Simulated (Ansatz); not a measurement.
**C3H5BS: rigid torsion scan, by script**

The task is a rigid torsion scan, for C3H5BS.

Computed with Ansatz 0.2.0, driven from Python. Level of theory: B3LYP/cc-pVDZ.

### Step 1. The system

Bond lengths: C1–C2 1.257 Å, C2–B3 1.566 Å, B3–C4 1.493 Å, B3–S5 1.892 Å, C1–H6 1.009 Å, C4–H7 1.119 Å, C4–H8 1.125 Å, C4–H9 1.159 Å, S5–H10 1.416 Å. Angles: C1–C2–B3 178.2°, C2–C1–H6 174.6°, C2–B3–C4 119.1°, C2–B3–S5 118.3°, C4–B3–S5 122.6°, B3–C4–H7 111.5°, B3–C4–H8 109.4°, B3–C4–H9 115.5°, H7–C4–H8 106.1°, H7–C4–H9 106.6°, H8–C4–H9 107.2°, B3–S5–H10 90.2°.

The script holds or builds the structure itself.

### Step 2. The script

Contents of c3h5bs.py:

```python
"""Energy of C3H5BS as one group turns about a bond."""

import ansatz as az
from ase import Atoms

BASIS = "cc-pVDZ"
FUNCTIONAL = "B3LYP"
FORCE_TOL = 0.02

atoms = Atoms(["C", "C", "B", "C", "S", "H", "H", "H", "H", "H"], positions=[
    (2.1248, -0.4316, 1.3829),
    (1.1597, -0.2804, 0.5911),
    (-0.0323, -0.1369, -0.4143),
    (-1.4199, -0.0009, 0.1187),
    (0.3536, -0.1179, -2.2666),
    (2.8778, -0.4666, 2.054),
    (-1.8981, 0.9523, -0.2206),
    (-2.0591, -0.8336, -0.2872),
    (-1.5151, -0.0267, 1.2737),
    (0.4919, 1.2911, -2.2289),
])

# start the scan from a relaxed geometry
first = (
    az.Crystal.molecule_from_ase(atoms).calculation()
    .basis(gaussian=BASIS)
    .functional(FUNCTIONAL)
    .relax(force_tolerance=FORCE_TOL, max_steps=80)
)
atoms.positions = first.run(threads=1, backend="cpu").report["positions_ang"]

start = atoms.get_dihedral(1, 2, 3, 6)
energies = {}
for turn in range(0, 121, 20):
    turned = atoms.copy()
    turned.set_dihedral(1, 2, 3, 6, start + turn, indices=[3, 6, 7, 8])
    setup = az.Crystal.molecule_from_ase(turned).calculation().basis(gaussian=BASIS).functional(FUNCTIONAL)
    energies[round((start + turn) % 360)] = setup.run(threads=1, backend="cpu").report["free_energy_ev"]
floor = min(energies.values())
print("dihedral C1-B2-C3-H6 (deg)   E - E(min) (kJ/mol)")
for angle, e in sorted(energies.items()):
    print(f"{angle:8d} {96.485332 * (e - floor):14.3f}  " + "#" * int(30 * (e - floor) / max(max(energies.values()) - floor, 1e-9)))
```

### Step 3. What the engine is handed

The engine receives this input (first run):

```yaml
crystal:
  periodic: [false, false, false]
  atoms:
    - { symbol: C, position_ang: [2.1248, -0.4316, 1.3829] }
    - { symbol: C, position_ang: [1.1597, -0.2804, 0.5911] }
    - { symbol: B, position_ang: [-0.0323, -0.1369, -0.4143] }
    - { symbol: C, position_ang: [-1.4199, -0.0009, 0.1187] }
    - { symbol: S, position_ang: [0.3536, -0.1179, -2.2666] }
    - { symbol: H, position_ang: [2.8778, -0.4666, 2.054] }
    - { symbol: H, position_ang: [-1.8981, 0.9523, -0.2206] }
    - { symbol: H, position_ang: [-2.0591, -0.8336, -0.2872] }
    - { symbol: H, position_ang: [-1.5151, -0.0267, 1.2737] }
    - { symbol: H, position_ang: [0.4919, 1.2911, -2.2289] }
basis:
  gaussian:
    orbitals: cc-pVDZ
hamiltonian:
  xc: b3lyp
relax:
  f_tol: 0.02
  max_steps: 80
```

### Step 4. Running it

Command:

```console
$ python c3h5bs.py
```

Q: Predict the main results. Wanted: range of energy; lowest point, turn.

The runs gave:

| quantity | value |
| --- | --- |
| runs compared | 7 |
| range of energy | 0.058 eV |
| lowest point, turn (°) | 0 |

In words: The lowest point lies at a turn of 0°, the highest 0.058 eV (5.6 kJ/mol) above it at 60°. The grid can miss the true lowest and highest points, and the rest of the molecule is held rigid. Run 0: After 21 moves the largest shift is 1.475 Å, of atom 10 (H). So large a move can change the bonding: the results belong to the relaxed structure. The scan is rigid and the energies are electronic, in a modest basis. With rigid groups the curve can differ much from the relaxed path, the start wasn't checked as a minimum of this torsion, and equivalent turns needn't return to the same energy. b3lyp holds the VWN-RPA fit, as in Gaussian; the form of ORCA and Turbomole is b3lyp5.
